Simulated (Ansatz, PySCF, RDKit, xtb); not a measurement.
# Which structure has the formula BGeH?

Given the formula BGeH and nothing else, which arrangement of the atoms is the most stable in the gas at 298.15 K, and what are its properties?

Plan: many cheap relaxations first (GFN2-xTB), then density-functional screening, relaxation at PBE0-D3(BJ)/def2-SVP, vibrations and a final energy. The numbers are computed, not measured.

7 further runs of the same task are left out: 7 set aside as unsound or not needed.

### 1 Candidates

A program enumerates the bonding patterns with one Lewis structure each (two rings at most, one unusual centre or charged pair), with their diastereomers. O–O, O–halogen and N–halogen bonds and N–N–N chains are not drawn. That gives 3 candidates.

| label | SMILES | spin |
| --- | --- | --- |
| c283 | [B]#[GeH] | singlet |
| c535 | [BH]=[Ge] | singlet |
| c630 | [BH]=[Ge] | triplet |

Candidates are built by distance geometry, with a force field where one applies, in up to four conformers (letters a to d). 2 starts with atoms placed at random are added, to find patterns that the rules miss.

Q: Predict the outcome of this search (final energies at CCSD(T)/def2-TZVPP).

| quantity | value |
| --- | --- |
| lowest structure found | [BH]=[Ge], triplet, C∞v |
| next finalist | [BH]=[Ge], singlet, 15.3 kcal/mol higher in G |
| share at equilibrium, among the finalists | 100.0 % |
| harmonic wavenumbers, lowest and highest (PBE0-D3(BJ)/def2-SVP) | 499 and 2709 cm⁻¹ |
| rotational constants, same geometry | 0.3839 cm⁻¹ |
| dipole moment (PBE0/def2-TZVPD) | 0.40 D |
| HOMO energy (highest over α and β) (PBE0/def2-TZVPD) | -6.42 eV |
| LUMO energy (lowest over α and β) (PBE0/def2-TZVPD) | -3.16 eV |
| lowest excitation (TD-CAM-B3LYP/def2-SVPD) | 1.98 eV (f = 0.002) |
| vertical ionisation energy (to the doublet cation) | 8.66 eV |
| vertical electron affinity | 1.31 eV |
| vertical singlet less triplet | +0.94 eV |

The lowest structure found is `[BH]=[Ge]`. The margin of 15.3 kcal/mol over the next finalist is beyond the usual error of the last level; it says nothing of structures that weren't ranked. HF/STO-3G, r2SCAN-D4/def2-SVP, PBE0-D3(BJ)/def2-SVP, HF/def2-TZVPP and MP2/def2-TZVPP already put its bonding pattern lowest among the structures in one piece. The closed-shell singlet of the same pattern is poorly described by one determinant, so the gap to it is too large. The stability test raises a flag; for an open shell a flag towards a general spinor solution can be the free rotation of the spin. The search is not exhaustive (a finite list of starts, one conformer a finalist), so a lower isomer can't be ruled out.
